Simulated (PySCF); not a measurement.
# C2H5FOSi (SMILES FC1CO[SiH2]1) at 6 levels

We compute a comparison of 6 runs (HF/STO-3G, HF/3-21G, B3LYP/6-31G*, B2PLYP/def2-SVP, wB97M-V/def2-SVP, SCS-MP2/def2-SVP) of C2H5FOSi. 

Program for the calculation: PySCF 2.14.0.

3 further runs of the same task are left out: 3 set aside as unsound or not needed.

### Step 1. The molecule

C2H5FOSi has 10 atoms, charge 0, and is taken as a singlet. SMILES: `FC1CO[SiH2]1`. The coordinates come from a PBE0-D4/def2-TZVP relaxation.

Bond lengths: F1–C2 1.381 Å, C2–C3 1.541 Å, C3–O4 1.445 Å, C2–Si5 1.901 Å, O4–Si5 1.669 Å, C2–H6 1.092 Å, C3–H7 1.094 Å, C3–H8 1.093 Å, Si5–H9 1.486 Å, Si5–H10 1.485 Å. Some angles: F1–C2–C3 113.3°, F1–C2–Si5 118.4°, C3–C2–Si5 82.8°, C2–C3–O4 101.7°, C3–O4–Si5 94.5°, C2–Si5–O4 80.7°, F1–C2–H6 108.1°, C3–C2–H6 113.6°, Si5–C2–H6 118.8°, C2–C3–H7 110.5°.

### Step 2. A single-point energy at HF/STO-3G (run 1)

input.py reads:

```python
from pyscf import gto

mol = gto.Mole()
mol.atom = [
    ('F', (-1.820400, -0.327800, -0.810900)),
    ('C', (-0.876100, -0.083100, 0.166900)),
    ('C', (0.290700, -1.089800, 0.153300)),
    ('O', (1.429900, -0.216400, -0.011900)),
    ('Si', (0.510300, 1.162100, -0.206800)),
    ('H', (-1.390500, -0.023800, 1.127800)),
    ('H', (0.197300, -1.773400, -0.695500)),
    ('H', (0.400800, -1.665100, 1.076000)),
    ('H', (0.820800, 2.228700, 0.780400)),
    ('H', (0.520200, 1.737300, -1.576300)),
]
mol.verbose = 3
mol.spin = 0
mol.max_memory = 1860
mol.basis = 'sto-3g'
mol.charge = 0
mol.build()

myscf = mol.RHF()
myscf.conv_tol = 1e-10
myscf.kernel()
if not myscf.converged:
    myscf = myscf.newton().run(myscf.mo_coeff, myscf.mo_occ)

etot = myscf.e_tot
print('Final energy', etot)
```

Command:

```
OMP_NUM_THREADS=1 python input.py
```

Output:

```text
converged SCF energy = -535.201902661534
Final energy -535.2019026615337
```

It took 0.76 s on 1 thread of Arm Neoverse V2, shared host; peak memory 0.12 GiB.

### Step 3. A single-point energy at HF/3-21G (run 2)

calc.py reads:

```python
from pyscf import gto

mol = gto.M(
    atom=[
    ('F', (-1.820400, -0.327800, -0.810900)),
    ('C', (-0.876100, -0.083100, 0.166900)),
    ('C', (0.290700, -1.089800, 0.153300)),
    ('O', (1.429900, -0.216400, -0.011900)),
    ('Si', (0.510300, 1.162100, -0.206800)),
    ('H', (-1.390500, -0.023800, 1.127800)),
    ('H', (0.197300, -1.773400, -0.695500)),
    ('H', (0.400800, -1.665100, 1.076000)),
    ('H', (0.820800, 2.228700, 0.780400)),
    ('H', (0.520200, 1.737300, -1.576300)),
],
    basis='3-21g',
    verbose=3,
    max_memory=1860,
    spin=0,
)

mf = mol.RHF()
mf.conv_tol = 1e-10
mf.kernel()
if not mf.converged:
    mf = mf.newton().run(mf.mo_coeff, mf.mo_occ)

etot = mf.e_tot
print('E(%s) = %.9f' % ('HF', etot))
```

Command:

```
OMP_NUM_THREADS=1 python calc.py
```

Output:

```text
converged SCF energy = -538.937029007912
E(HF) = -538.937029008
```

It took 0.82 s on 1 thread of Arm Neoverse V2, shared host; peak memory 0.13 GiB.

Runs 3 to 4 aren't shown in full; the table further down has their settings and results.

### Step 4. A single-point energy at wB97M-V/def2-SVP (run 5)

input.xyz reads:

```xyz
10

F     -1.820400    -0.327800    -0.810900
C     -0.876100    -0.083100     0.166900
C      0.290700    -1.089800     0.153300
O      1.429900    -0.216400    -0.011900
Si     0.510300     1.162100    -0.206800
H     -1.390500    -0.023800     1.127800
H      0.197300    -1.773400    -0.695500
H      0.400800    -1.665100     1.076000
H      0.820800     2.228700     0.780400
H      0.520200     1.737300    -1.576300
```

run.py reads:

```python
from pyscf import gto, dft

mol = gto.M(
    atom='input.xyz',
    max_memory=1860,
    basis='def2-svp',
    spin=0,
    charge=0,
    verbose=3,
)

mf = dft.RKS(mol)
mf.xc = 'wb97m-v'
mf.nlcgrids.level = 1
mf.grids.level = 5
mf.conv_tol = 1e-10
mf.kernel()
if not mf.converged:
    mf = mf.newton().run(mf.mo_coeff, mf.mo_occ)

energy = mf.e_tot
print(f'total energy: {energy:.8f} hartree')
```

Command:

```
OMP_NUM_THREADS=1 python run.py
```

Output:

```text
converged SCF energy = -543.367041125804
total energy: -543.36704113 hartree
```

It took 2 min on 1 thread of Arm Neoverse V2, shared host; peak memory 0.57 GiB.

### Step 5. The energy at SCS-MP2/def2-SVP (run 6)

job.py reads:

```python
from pyscf import gto, mp

molecule = gto.M(
    atom='''
F       -1.820400      -0.327800      -0.810900
C       -0.876100      -0.083100       0.166900
C        0.290700      -1.089800       0.153300
O        1.429900      -0.216400      -0.011900
Si       0.510300       1.162100      -0.206800
H       -1.390500      -0.023800       1.127800
H        0.197300      -1.773400      -0.695500
H        0.400800      -1.665100       1.076000
H        0.820800       2.228700       0.780400
H        0.520200       1.737300      -1.576300
''',
    spin=0,
    basis='def2-svp',
    max_memory=1860,
    verbose=3,
)

calc0 = molecule.RHF()
calc0.conv_tol = 1e-10
calc0.kernel()
if not calc0.converged:
    calc0 = calc0.newton().run(calc0.mo_coeff, calc0.mo_occ)

pt = mp.MP2(calc0, frozen=9).run()
e_final = calc0.e_tot + 1.2 * pt.e_corr_os + pt.e_corr_ss / 3
print(f'total energy: {e_final:.8f} hartree')
```

Command:

```
OMP_NUM_THREADS=1 python job.py
```

Output:

```text
converged SCF energy = -541.574787867789
E(RMP2) = -542.303919918016  E_corr = -0.729132050226285
E(SCS-RMP2) = -542.293841851881  E_corr = -0.719053984091217
total energy: -542.29384185 hartree
```

Run time: 2.4 s. Hardware: 1 thread of Arm Neoverse V2, shared host; peak memory 0.26 GiB.

### Step 6. All runs side by side

```tsv
run	level	integration grid	frozen core orbitals	energy (Eh)	dipole moment (D) of the reference	HOMO energy (eV)	LUMO energy (eV)	wall time
1	HF/STO-3G	–	–	-535.201903	1.44	-8.71	10.56	0.76 s
2	HF/3-21G	–	–	-538.937029	1.76	-11.47	3.34	0.82 s
3	B3LYP/6-31G* (spherical functions)	5	–	-543.754808	1.23	-7.58	-0.29	20 s
4	B2PLYP/def2-SVP	5	9	-543.116939	1.33	-9.40	1.24	26 s
5	wB97M-V/def2-SVP	5	–	-543.367041	1.22	-10.30	1.86	2 min
6	SCS-MP2/def2-SVP	–	9	-542.293842	1.48	-11.64	3.38	2.4 s
```

### Step 7. Summary of results

| quantity | value |
| --- | --- |
| run 6: total energy | -542.29384 Eh |
| run 6: dipole moment (Hartree–Fock density) | 1.48 D |
| run 6: HOMO energy (Hartree–Fock orbitals) | -11.64 eV |
| run 6: LUMO energy (Hartree–Fock orbitals) | 3.38 eV |
| run 6: HOMO–LUMO gap (Hartree–Fock orbitals) | 15.02 eV |
| run 6: correlation energy (9 core orbitals frozen) | -719.1 mEh |

What this shows: Over runs 1, 2, 3, 4, 5 the dipole moment (its size) runs from 1.22 D (wB97M-V/def2-SVP) to 1.76 D (HF/3-21G). The two ends differ in method and basis. Over runs 1, 2, 3, 4, 5 the HOMO–LUMO gap runs from 7.29 eV (B3LYP/6-31G*) to 19.26 eV (HF/STO-3G). Totals of different functionals can't be ranked against each other. In run 1 the basis is minimal, so the values are rough. All runs together took 2.9 min, the longest 2 min.
